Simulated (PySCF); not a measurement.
# A diatomic session: ZnBr+

What are the lowest state that PBE0 finds, the bond length, vibrational wavenumber and bond energy of ZnBr+, and how much do these hang on the method?

Program: PySCF 2.14.0. Level of theory: Zn def2-TZVPPD, Br def2-TZVPPD, no relativity. These are calculated values, not measurements.

### Step 1. Input

The job is set up so:

* atoms: Zn, Br
* charge: 1
* basis: Zn def2-TZVPPD, Br def2-TZVPPD
* Hamiltonian: no relativity
* basis functions: 124
* electrons treated: 64
* masses in u: 63.9291, 78.9183
* levels: PBE0, PBE, r²SCAN, BHandHLYP, B97-3, BLYP, BP86, r²SCANh, ωB97M-V, HF, MP2, SCS-MP2, CCSD, CCSD(T)
* grid: 80 radial by 434 angular points
* occupations: held fixed by the projection of orbital angular momentum
* dissociation limit: Zn+ + Br, each in its ground configuration
* starting distance in angstrom: 2.405
* values of 2S to try: 0, 2

Launch:

```console
OMP_NUM_THREADS=2 python dia.py task.json out
```

The runs that follow: PBE0 along the bond; Higher solutions at PBE0; PBE (GGA); r²SCAN (meta-GGA); BHandHLYP; B97-3 (global hybrid GGA); BLYP (GGA); BP86 (GGA); r²SCANh; ωB97M-V; RHF (mean field); Correlated methods on the Hartree–Fock reference.

**Question.** What will these runs give? Wanted: for each run, Re; ωe; De; μ.

As calculated:

Lowest PBE0 solution found, without spin–orbit coupling: ¹Σ⁺ (singlet), closed shell. State 2 has its PBE0 minimum 1.54 eV higher. State 3 has its PBE0 minimum 1.61 eV higher, as a spin-mixed determinant (⟨S²⟩ = 1.00), so this is no gap between pure states. The other levels ran on the lowest alone.

```csv
level,Re (Å),ωe (cm⁻¹),De (eV),μ (D)
RHF,2.214,351,1.18,-8.34
RHF-MP2,2.175,354,2.40,n/a
RHF-SCS-MP2,2.190,347,2.29,n/a
RHF-CCSD,2.199,342,2.19,n/a
RHF-CCSD(T),2.201,337,2.34,n/a
PBE,2.205,326,2.64,-5.90
BLYP,2.231,309,2.43,-5.71
BP86,2.205,325,2.58,-5.86
r²SCAN,2.180,345,2.55,-6.38
r²SCANh,2.179,349,2.47,-6.57
PBE0,2.191,342,2.43,-6.59
B97-3,2.209,334,2.43,-6.61
BHandHLYP,2.198,343,2.10,-7.02
ωB97M-V,2.186,350,2.50,-6.83
```

De is counted to Zn+ + Br in their ground configurations. A positive dipole points from Zn to Br; in an ion it is taken about the centre of mass and does not tell which atom is negative.

Differences from CCSD(T) in the same basis:

```csv
level,Re (mÅ),ωe (%)
RHF,+13,+4.2
RHF-MP2,-25,+5.2
RHF-SCS-MP2,-11,+3.0
RHF-CCSD,-2,+1.5
PBE,+4,-3.3
BLYP,+30,-8.2
BP86,+4,-3.6
r²SCAN,-21,+2.5
r²SCANh,-22,+3.4
PBE0,-10,+1.5
B97-3,+8,-1.0
BHandHLYP,-3,+1.9
ωB97M-V,-15,+3.9
```

Judged by CCSD(T) in the same basis: best bond length RHF-CCSD (-2 mÅ), worst BLYP (+30 mÅ); best wavenumber B97-3 (-1.0 %), worst BLYP (-8.2 %). Among the levels with a De in the table, it runs from 1.18 eV (RHF) to 2.64 eV (PBE).

Correlated steps freeze 14 core orbitals.
